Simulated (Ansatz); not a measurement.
# [(RSn)12O14(OH)6]2+, R = F (F12H6O20Sn12 (+2)): geometry, orbitals and charge

Aim: characterise [(RSn)12O14(OH)6]2+, R = F (F12H6O20Sn12 (+2)) as a singlet: its structure, frontier levels and distribution of charge.

Program: Ansatz 0.2.0, Gaussian basis. Level of theory: RKS PBE0-D4/def2-SVP. These are calculated values, not measurements.

Levels to be run: relaxation at r2SCAN-D4/def2-SVP; a single point at PBE0-D4/def2-SVP.

2 further runs of the same task are left out: 2 for a known fault of the program.

**1. The system as given**

50 atoms, charge 2, spin multiplicity 1.

Atoms are counted from 1 here; the program's logs count them from 0.

Bond lengths: Sn1–O13 2.033 Å, Sn1–O14 2.029 Å, Sn1–O15 2.023 Å, Sn1–O27 2.035 Å, Sn1–O28 2.036 Å, Sn1–F33 1.841 Å, Sn2–O13 2.031 Å, Sn2–O16 2.026 Å, Sn2–O17 2.028 Å, Sn2–O27 2.035 Å, Sn2–O29 2.034 Å, Sn2–F34 1.841 Å, Sn3–O13 2.033 Å, Sn3–O18 2.027 Å, Sn3–O19 2.025 Å, Sn3–O28 2.035 Å, Sn3–O29 2.035 Å, Sn3–F35 1.841 Å and more. Angles: O13–Sn1–O14 89.9°, O13–Sn1–O15 90.1°, O13–Sn1–O27 82.5°, O13–Sn1–O28 82.6°, O13–Sn1–F33 174.2°, O14–Sn1–O15 82.1°, O14–Sn1–O27 170.7°, O14–Sn1–O28 92.3°, O14–Sn1–F33 94.4°, O15–Sn1–O27 92.5°, O15–Sn1–O28 170.8°, O15–Sn1–F33 94.4°, O27–Sn1–O28 92.0°, O27–Sn1–F33 93.5°, O28–Sn1–F33 93.3°, O13–Sn2–O16 89.9°, O13–Sn2–O17 89.9°, O13–Sn2–O27 82.6° and more.

Sn takes a core potential in the def2 sets. No spin-orbit coupling is included. The ion is computed in the gas phase, without counter-ions or solvent.

The start is a GFN1-xTB geometry.

**2. Optimising with r2SCAN-D4/def2-SVP**

The input, in.yaml:

```yaml
crystal:
  periodic: [false, false, false]
  atoms:
    - {symbol: Sn, position_ang: [0.181770, 1.712420, 2.650380]}
    - {symbol: Sn, position_ang: [1.710210, 2.658810, 0.180590]}
    - {symbol: Sn, position_ang: [2.651960, 0.184160, 1.704490]}
    - {symbol: Sn, position_ang: [0.218330, 1.829940, -2.392060]}
    - {symbol: Sn, position_ang: [1.818640, -2.388720, 0.211360]}
    - {symbol: Sn, position_ang: [-2.388080, 0.212390, 1.827310]}
    - {symbol: Sn, position_ang: [-0.218380, -1.831570, 2.390640]}
    - {symbol: Sn, position_ang: [-1.818780, 2.387920, -0.212830]}
    - {symbol: Sn, position_ang: [2.390170, -0.211130, -1.825790]}
    - {symbol: Sn, position_ang: [-0.179660, -1.712360, -2.652060]}
    - {symbol: Sn, position_ang: [-1.707950, -2.658420, -0.182610]}
    - {symbol: Sn, position_ang: [-2.649780, -0.185040, -1.706180]}
    - {symbol: O, position_ang: [0.931460, 0.937620, 0.927130]}
    - {symbol: O, position_ang: [-0.742350, -0.051850, 3.036590]}
    - {symbol: O, position_ang: [-1.568560, 2.105750, 1.714950]}
    - {symbol: O, position_ang: [-0.047580, 3.048130, -0.747900]}
    - {symbol: O, position_ang: [2.104530, 1.716410, -1.571340]}
    - {symbol: O, position_ang: [1.704320, -1.564020, 2.097170]}
    - {symbol: O, position_ang: [3.038600, -0.746310, -0.052430]}
    - {symbol: O, position_ang: [-1.705390, 1.564970, -2.098640]}
    - {symbol: O, position_ang: [0.745460, 0.050680, -3.037480]}
    - {symbol: O, position_ang: [0.048020, -3.051110, 0.747510]}
    - {symbol: O, position_ang: [1.571040, -2.104670, -1.716240]}
    - {symbol: O, position_ang: [-2.104420, -1.714470, 1.567770]}
    - {symbol: O, position_ang: [-3.034820, 0.743030, 0.052670]}
    - {symbol: O, position_ang: [-0.929820, -0.937890, -0.928990]}
    - {symbol: O, position_ang: [1.042700, 3.416740, 1.946820]}
    - {symbol: O, position_ang: [1.950720, 1.047670, 3.408450]}
    - {symbol: O, position_ang: [3.413110, 1.949990, 1.038910]}
    - {symbol: O, position_ang: [-1.035770, -3.417440, -1.946470]}
    - {symbol: O, position_ang: [-1.948000, -1.047380, -3.410080]}
    - {symbol: O, position_ang: [-3.410730, -1.953100, -1.046360]}
    - {symbol: F, position_ang: [-0.329250, 2.490900, 4.238470]}
    - {symbol: F, position_ang: [2.493330, 4.243570, -0.332820]}
    - {symbol: F, position_ang: [4.234520, -0.334600, 2.489490]}
    - {symbol: F, position_ang: [0.386720, 2.980370, -3.801280]}
    - {symbol: F, position_ang: [2.975560, -3.791390, 0.392590]}
    - {symbol: F, position_ang: [-3.792240, 0.388560, 2.982860]}
    - {symbol: F, position_ang: [-0.392050, -2.980760, 3.800060]}
    - {symbol: F, position_ang: [-2.978030, 3.789080, -0.389770]}
    - {symbol: F, position_ang: [3.796170, -0.385890, -2.978980]}
    - {symbol: F, position_ang: [0.334340, -2.488890, -4.239570]}
    - {symbol: F, position_ang: [-2.495040, -4.240490, 0.330730]}
    - {symbol: F, position_ang: [-4.233730, 0.332740, -2.487500]}
    - {symbol: H, position_ang: [1.027880, 4.312140, 2.280410]}
    - {symbol: H, position_ang: [2.267520, 1.001450, 4.308860]}
    - {symbol: H, position_ang: [4.307110, 2.287500, 1.035680]}
    - {symbol: H, position_ang: [-1.047230, -4.307140, -2.294910]}
    - {symbol: H, position_ang: [-2.274720, -1.020410, -4.307680]}
    - {symbol: H, position_ang: [-4.311810, -2.267910, -1.001940]}
basis:
  gaussian: {orbitals: def2-SVP, fitting: {mean_field: def2-universal-jkfit}}
total_charge: 2
hamiltonian: {xc: r2scan, dispersion: d4}
scf: {lower_state_search: "off"}
output: {orbitals: {seedname: orbitals}}
relax: {f_tol: 0.03, max_steps: 70}
```

Run with:

```
ansatz run in.yaml --threads 11 --pin off --events-out ev --progress --plain --max-ram 174080MiB --backend cuda --devices 0, --max-vram 75GiB
```

After this run come: Single point, PBE0-D4/def2-SVP.

**Question.** What will the summary of the whole plan be? Wanted: point group; commonest bond, hydrogen aside; HOMO, LUMO at PBE0-D4/def2-SVP.

As calculated:

| quantity | value |
| --- | --- |
| point group | D3d |
| commonest bond, hydrogen aside | O–Sn, 54 of mean length 2.091 Å |
| HOMO, LUMO at PBE0-D4/def2-SVP | -16.37, -10.79 eV |

In words: The molecule keeps its bonding pattern by the stored test; the atoms moved 0.21 Å (rms). No usable vibrations, so a minimum isn't proven. Whether this spin is the lowest isn't tested here.
